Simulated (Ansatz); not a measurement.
# Cl3GaH with multiplicity 2: two geometries relaxed

Are the two ends of the reaction (atom abstraction by a radical) separate minima, and which lies lower? Each is relaxed from a guess. Meant to form: H2–Cl5; to break: Ga1–H2. The start is a guess near the saddle point, from which both ends are pulled out.

Program: Ansatz 0.2.0. Level of theory: UKS revPBE-D4/def2-SVP. These are calculated values, not measurements.

## (1) The starting structure

Bond lengths: Ga1–H2 1.820 Å, Ga1–Cl3 2.240 Å, Ga1–Cl4 2.240 Å. Angles: H2–Ga1–Cl3 120.0°, H2–Ga1–Cl4 120.0°, Cl3–Ga1–Cl4 120.0°.

As a file:

```xyz
5

Ga    0.0000    0.0000    0.0000
H     0.0000    0.0000    1.8200
Cl    1.9398    0.0000   -1.1200
Cl   -1.9398    0.0000   -1.1200
Cl    0.0000    0.0000    3.4900
```

## (2) Pulling towards end A

Springs on the bonds that form and break draw the guess towards this end; the thresholds are loose.

input.yaml reads:

```yaml
crystal:
  periodic: [false, false, false]
  atoms:
    - { symbol: Ga, position_ang: [0.0, 0.0, 0.0] }
    - { symbol: H, position_ang: [0.0, 0.0, 1.82] }
    - { symbol: Cl, position_ang: [1.9398, 0.0, -1.12] }
    - { symbol: Cl, position_ang: [-1.9398, 0.0, -1.12] }
    - { symbol: Cl, position_ang: [0.0, 0.0, 3.49] }
magnetization:
  spin_polarized: true
  initial_magnetization: 1
basis:
  gaussian: { orbitals: def2-SVP }
hamiltonian:
  xc: revpbe
  dispersion: d4
relax:
  f_tol: 0.15
  max_steps: 25
  restrain:
    - { distance: [1, 4], at: 2.57, k: 30.0 }
    - { distance: [0, 1], at: 1.57, k: 30.0 }
```

Command:

```sh
$ ansatz run input.yaml --threads 4 --pin off --max-ram 5120MiB --backend cpu --events-out ev --progress --plain --runs-dir out
```

The program printed, shortened:

```text
Warning: RAYON_NUM_THREADS=4 ignored (pool sized by the plan → 4); use --threads N
[...]
Functional definition: revPBE
[...]
998 factors; their error is unknown
[...]
mean field -89934.69814155 eV, -3305.0391967740 hartree, gradient 3.5e-5 eV, S^2 0.752570; 14 other end points of the search recorded, 0 dependent functions left out
[...]
reference -89934.69818538 eV, -3305.0391983847 hartree; 42, 41 occupied and 49, 50 virtual orbitals, 998 factors
relax step   1: F+E_penalty+E_count = -89934.99130032 eV  Δ(F+E_penalty+E_count) = +0.000e0 eV  max|allowed force component| = 1.730e0 eV/Å  E_restraint = 13.08750000 eV  max|allowed force component, restraints' pulls added| = 3.313e1 eV/Å  Δτ_max = 0.0000 Å  (332 SCF iters, accepted)
[...]
relax step   4: F+E_penalty+E_count = -89934.46224969 eV  Δ(F+E_penalty+E_count) = +1.374e-2 eV  max|allowed force component| = 3.750e-1 eV/Å  E_restraint = 0.00166376 eV  max|allowed force component, restraints' pulls added| = 1.914e-1 eV/Å  Δτ_max = 0.1778 Å  (52 SCF iters, accepted)
[...]
relax step   5: F+E_penalty+E_count = -89934.46313942 eV  Δ(F+E_penalty+E_count) = -8.897e-4 eV  max|allowed force component| = 3.214e-1 eV/Å  E_restraint = 0.00169939 eV  max|allowed force component, restraints' pulls added| = 1.712e-2 eV/Å  Δτ_max = 0.0133 Å  (45 SCF iters, accepted)
  distance H 1 - Cl 4 = 2.5594 Å
  distance Ga 0 - H 1 = 1.5701 Å
998 factors; their error is unknown
[...]
mean field -89934.18846256 eV, -3305.0204664167 hartree, gradient 1.1e-6 eV, S^2 0.751512; 15 other end points of the search recorded, 0 dependent functions left out
[...]
reference -89934.18850725 eV, -3305.0204680590 hartree; 42, 41 occupied and 49, 50 virtual orbitals, 998 factors
Total energy: -89934.46318411 eV, -3305.0305622474 hartree
Atom 0 at     0.000000    -0.000000    -0.077043 Å, force     0.000000     0.000000     0.015300 eV/Å
Atom 1 at    -0.000000    -0.000000     1.493017 Å, force    -0.000000    -0.000000     0.316588 eV/Å
Atom 2 at     1.840671     0.000000    -1.199174 Å, force    -0.000836    -0.000000    -0.005257 eV/Å
Atom 3 at    -1.840671     0.000000    -1.199174 Å, force     0.000836    -0.000000    -0.005257 eV/Å
Atom 4 at     0.000000     0.000000     4.052374 Å, force    -0.000000    -0.000000    -0.321375 eV/Å
Dipole moment:     0.000000    -0.000000    -0.076481 e Å
```

Wall time 28 s (4 threads of Arm Neoverse V1, shared host); peak memory 0.22 GiB.

The steps of the relaxation:

```csv
step,energy from step 1 (eV),largest force component (eV/Å)
1,0.0000,1.7302
2,0.3539,0.8623
3,0.5153,1.2270
4,0.5290,0.3750
5,0.5282,0.3214
```

Step 1 is the start. Energies and forces in the table leave out the springs, which the log lists apart; the run stops on the force with the springs' pull added.

After: Bond lengths: Ga1–H2 1.570 Å, Ga1–Cl3 2.156 Å, Ga1–Cl4 2.156 Å. Angles: H2–Ga1–Cl3 121.4°, H2–Ga1–Cl4 121.4°, Cl3–Ga1–Cl4 117.3°.

## (3) End point A

It starts where the restrained run ended.

input.yaml reads:

```yaml
crystal:
  periodic: [false, false, false]
  atoms:
    - { symbol: Ga, position_ang: [0.0, 0.0, -0.077043] }
    - { symbol: H, position_ang: [0.0, 0.0, 1.493017] }
    - { symbol: Cl, position_ang: [1.840671, 0.0, -1.199174] }
    - { symbol: Cl, position_ang: [-1.840671, 0.0, -1.199174] }
    - { symbol: Cl, position_ang: [0.0, 0.0, 4.052374] }
magnetization:
  spin_polarized: true
  initial_magnetization: 1
basis:
  gaussian: { orbitals: def2-SVP }
hamiltonian:
  xc: revpbe
  dispersion: d4
relax:
  f_tol: 0.03
  max_steps: 50
```

Command:

```sh
$ ansatz run input.yaml --threads 4 --pin off --max-ram 5120MiB --backend cpu --events-out ev --progress --plain --runs-dir out
```

The program printed, shortened:

```text
Warning: RAYON_NUM_THREADS=4 ignored (pool sized by the plan → 4); use --threads N
[...]
[... 1 set-up line as earlier in the session ...]
[...]
998 factors; their error is unknown
[...]
mean field -89934.18846230 eV, -3305.0204664070 hartree, gradient 6.1e-6 eV, S^2 0.751512; 13 other end points of the search recorded, 0 dependent functions left out
[...]
reference -89934.18850699 eV, -3305.0204680494 hartree; 42, 41 occupied and 49, 50 virtual orbitals, 998 factors
relax step   1: F+E_penalty+E_count = -89934.46313919 eV  Δ(F+E_penalty+E_count) = +0.000e0 eV  max|allowed force component| = 3.214e-1 eV/Å  Δτ_max = 0.0000 Å  (412 SCF iters, accepted)
[...]
relax step   4: F+E_penalty+E_count = -89934.73774086 eV  Δ(F+E_penalty+E_count) = -1.646e-1 eV  max|allowed force component| = 7.976e-1 eV/Å  Δτ_max = 0.1950 Å  (36 SCF iters, accepted)
[...]
relax step  13: F+E_penalty+E_count = -89935.51857807 eV  Δ(F+E_penalty+E_count) = -3.940e-4 eV  max|allowed force component| = 8.765e-3 eV/Å  Δτ_max = 0.0144 Å  (28 SCF iters, accepted)
998 factors; their error is unknown
[...]
mean field -89935.23648338 eV, -3305.0589804713 hartree, gradient 1.3e-5 eV, S^2 0.752128; 1 other end points of the search recorded, 0 dependent functions left out
[...]
reference -89935.23652829 eV, -3305.0589821218 hartree; 42, 41 occupied and 49, 50 virtual orbitals, 998 factors
Total energy: -89935.51862298 eV, -3305.0693489105 hartree
Atom 0 at     0.000000     0.000000    -0.175677 Å, force     0.000000    -0.000000    -0.008765 eV/Å
Atom 1 at    -0.000000    -0.000000     2.224045 Å, force    -0.000000    -0.000000     0.001082 eV/Å
Atom 2 at     1.905256     0.000000    -1.259095 Å, force    -0.002961     0.000000     0.000110 eV/Å
Atom 3 at    -1.905256     0.000000    -1.259095 Å, force     0.002961     0.000000     0.000110 eV/Å
Atom 4 at     0.000000     0.000000     3.539822 Å, force     0.000000     0.000000     0.007463 eV/Å
Dipole moment:     0.000000    -0.000000    -0.072572 e Å
```

Wall time 28 s (4 threads of Arm Neoverse V1, shared host); peak memory 0.22 GiB.

The steps of the relaxation:

```csv
step,energy from step 1 (eV),largest force component (eV/Å)
1,0.0000,0.3214
2,-0.0441,0.4300
3,-0.1100,0.5818
4,-0.2746,0.7976
5,-0.5480,1.3399
6,-0.8539,1.0030
7,-1.0185,0.7688
8x,-0.9065,2.1200
9,-1.0520,0.1060
10,-1.0543,0.1409
11x,-1.0541,0.1277
12,-1.0550,0.0324
13,-1.0554,0.0088
```

Step 1 is the start. 2 steps were tried and not accepted (8, 11; marked x where the table lists them).

After: Bond lengths: Ga1–Cl3 2.192 Å, Ga1–Cl4 2.192 Å, H2–Cl5 1.316 Å. Angles: Cl3–Ga1–Cl4 120.8°.

Pairs that crossed the distance rule for bonds on the way: came closer H2–Cl5; moved apart Ga1–H2.

## (4) Pulling towards end B

Springs on the bonds that form and break draw the guess towards this end; the thresholds are loose.

input.yaml reads:

```yaml
crystal:
  periodic: [false, false, false]
  atoms:
    - { symbol: Ga, position_ang: [0.0, 0.0, 0.0] }
    - { symbol: H, position_ang: [0.0, 0.0, 1.82] }
    - { symbol: Cl, position_ang: [1.9398, 0.0, -1.12] }
    - { symbol: Cl, position_ang: [-1.9398, 0.0, -1.12] }
    - { symbol: Cl, position_ang: [0.0, 0.0, 3.49] }
magnetization:
  spin_polarized: true
  initial_magnetization: 1
basis:
  gaussian: { orbitals: def2-SVP }
hamiltonian:
  xc: revpbe
  dispersion: d4
relax:
  f_tol: 0.15
  max_steps: 25
  restrain:
    - { distance: [1, 4], at: 1.37, k: 30.0 }
    - { distance: [0, 1], at: 2.77, k: 30.0 }
```

Command:

```sh
$ ansatz run input.yaml --threads 4 --pin off --max-ram 5120MiB --backend cpu --events-out ev --progress --plain --runs-dir out
```

The program printed, shortened:

```text
Warning: RAYON_NUM_THREADS=4 ignored (pool sized by the plan → 4); use --threads N
[...]
[... 1 set-up line as earlier in the session ...]
[...]
998 factors; their error is unknown
[...]
mean field -89934.69814155 eV, -3305.0391967740 hartree, gradient 3.5e-5 eV, S^2 0.752570; 14 other end points of the search recorded, 0 dependent functions left out
[...]
reference -89934.69818538 eV, -3305.0391983847 hartree; 42, 41 occupied and 49, 50 virtual orbitals, 998 factors
relax step   1: F+E_penalty+E_count = -89934.99130032 eV  Δ(F+E_penalty+E_count) = +0.000e0 eV  max|allowed force component| = 1.730e0 eV/Å  E_restraint = 14.88750000 eV  max|allowed force component, restraints' pulls added| = 3.887e1 eV/Å  Δτ_max = 0.0000 Å  (332 SCF iters, accepted)
[...]
  distance H 1 - Cl 4 = 1.3402 Å
  distance Ga 0 - H 1 = 2.7678 Å
998 factors; their error is unknown
[...]
mean field -89935.22374069 eV, -3305.0585121861 hartree, gradient 2.2e-5 eV, S^2 0.752194; 1 other end points of the search recorded, 0 dependent functions left out
[...]
reference -89935.22378666 eV, -3305.0585138754 hartree; 42, 41 occupied and 49, 50 virtual orbitals, 998 factors
Total energy: -89935.48104435 eV, -3305.0679679215 hartree
Atom 0 at     0.000000     0.000000    -0.351612 Å, force    -0.000000    -0.000000     0.145704 eV/Å
Atom 1 at    -0.000000    -0.000000     2.416191 Å, force     0.000000    -0.000000     0.880545 eV/Å
Atom 2 at     1.946650    -0.000000    -1.375476 Å, force    -0.086595     0.000000    -0.031046 eV/Å
Atom 3 at    -1.946650    -0.000000    -1.375476 Å, force     0.086595     0.000000    -0.031046 eV/Å
Atom 4 at     0.000000     0.000000     3.756372 Å, force    -0.000000     0.000000    -0.964157 eV/Å
Dipole moment:     0.000000    -0.000000    -0.109325 e Å
```

Run time: 15 s. Hardware: 4 threads of Arm Neoverse V1, shared host; peak memory 0.21 GiB.

The steps of the relaxation:

```csv
step,energy from step 1 (eV),largest force component (eV/Å)
1,0.0000,1.7302
2,-0.3626,1.8912
3,-0.3702,1.3435
4,-0.4520,0.9208
5,-0.4897,0.9642
```

Step 1 is the start. Energies and forces in the table leave out the springs, which the log lists apart; the run stops on the force with the springs' pull added.

After: Bond lengths: Ga1–Cl3 2.199 Å, Ga1–Cl4 2.199 Å, H2–Cl5 1.340 Å. Angles: Cl3–Ga1–Cl4 124.5°.

Pairs that crossed the distance rule for bonds on the way: came closer H2–Cl5; moved apart Ga1–H2.

## (5) Relaxing end B

It starts where the restrained run ended.

input.yaml reads:

```yaml
crystal:
  periodic: [false, false, false]
  atoms:
    - { symbol: Ga, position_ang: [0.0, 0.0, -0.351612] }
    - { symbol: H, position_ang: [0.0, 0.0, 2.416191] }
    - { symbol: Cl, position_ang: [1.94665, 0.0, -1.375476] }
    - { symbol: Cl, position_ang: [-1.94665, 0.0, -1.375476] }
    - { symbol: Cl, position_ang: [0.0, 0.0, 3.756372] }
magnetization:
  spin_polarized: true
  initial_magnetization: 1
basis:
  gaussian: { orbitals: def2-SVP }
hamiltonian:
  xc: revpbe
  dispersion: d4
relax:
  f_tol: 0.03
  max_steps: 50
```

Command:

```sh
$ ansatz run input.yaml --threads 4 --pin off --max-ram 5120MiB --backend cpu --events-out ev --progress --plain --runs-dir out
```

The program printed, shortened:

```text
Warning: RAYON_NUM_THREADS=4 ignored (pool sized by the plan → 4); use --threads N
[...]
[... 1 set-up line as earlier in the session ...]
[...]
998 factors; their error is unknown
[...]
mean field -89935.22374053 eV, -3305.0585121804 hartree, gradient 2.0e-5 eV, S^2 0.752194; 0 other end points of the search recorded, 0 dependent functions left out
[...]
reference -89935.22378650 eV, -3305.0585138698 hartree; 42, 41 occupied and 49, 50 virtual orbitals, 998 factors
relax step   1: F+E_penalty+E_count = -89935.48099824 eV  Δ(F+E_penalty+E_count) = +0.000e0 eV  max|allowed force component| = 9.642e-1 eV/Å  Δτ_max = 0.0000 Å  (30 SCF iters, accepted)
[...]
relax step   2: F+E_penalty+E_count = -89935.51763454 eV  Δ(F+E_penalty+E_count) = -3.664e-2 eV  max|allowed force component| = 1.341e-1 eV/Å  Δτ_max = 0.1947 Å  (31 SCF iters, accepted)
[...]
relax step   3: F+E_penalty+E_count = -89935.51848497 eV  Δ(F+E_penalty+E_count) = -8.504e-4 eV  max|allowed force component| = 2.825e-2 eV/Å  Δτ_max = 0.0253 Å  (27 SCF iters, accepted)
998 factors; their error is unknown
[...]
mean field -89935.23618471 eV, -3305.0589694954 hartree, gradient 1.3e-5 eV, S^2 0.752131; 1 other end points of the search recorded, 0 dependent functions left out
[...]
reference -89935.23622960 eV, -3305.0589711452 hartree; 42, 41 occupied and 49, 50 virtual orbitals, 998 factors
Total energy: -89935.51852986 eV, -3305.0693454884 hartree
Atom 0 at    -0.000000     0.000000    -0.173273 Å, force     0.000000     0.000000    -0.028253 eV/Å
Atom 1 at     0.000000     0.000000     2.220795 Å, force    -0.000000     0.000000    -0.009907 eV/Å
Atom 2 at     1.906669    -0.000000    -1.256912 Å, force    -0.017913    -0.000000     0.008161 eV/Å
Atom 3 at    -1.906669    -0.000000    -1.256912 Å, force     0.017913    -0.000000     0.008161 eV/Å
Atom 4 at    -0.000000    -0.000000     3.536302 Å, force     0.000000     0.000000     0.021837 eV/Å
Dipole moment:    -0.000000    -0.000000    -0.071023 e Å
```

It took 5 s on 4 threads of Arm Neoverse V1, shared host; peak memory 0.17 GiB.

Step by step:

```csv
step,energy from step 1 (eV),largest force component (eV/Å)
1,0.0000,0.9642
2,-0.0366,0.1341
3,-0.0375,0.0283
```

Step 1 is the start.

After: Bond lengths: Ga1–Cl3 2.193 Å, Ga1–Cl4 2.193 Å, H2–Cl5 1.316 Å. Angles: Cl3–Ga1–Cl4 120.8°.

## (6) Results

| quantity | value |
| --- | --- |
| end A | 10 moves, 1.055 eV lower |
| end B | 2 moves, 0.037 eV lower |
| largest difference between the ends | 0.00 Å |
| end B relative to end A | +0.000 eV |

**Reading.** Both starts fell into the same minimum (no atom differs by more than 0.00 Å), so from this start no second minimum was found and no band was run; another arrangement could still be one.
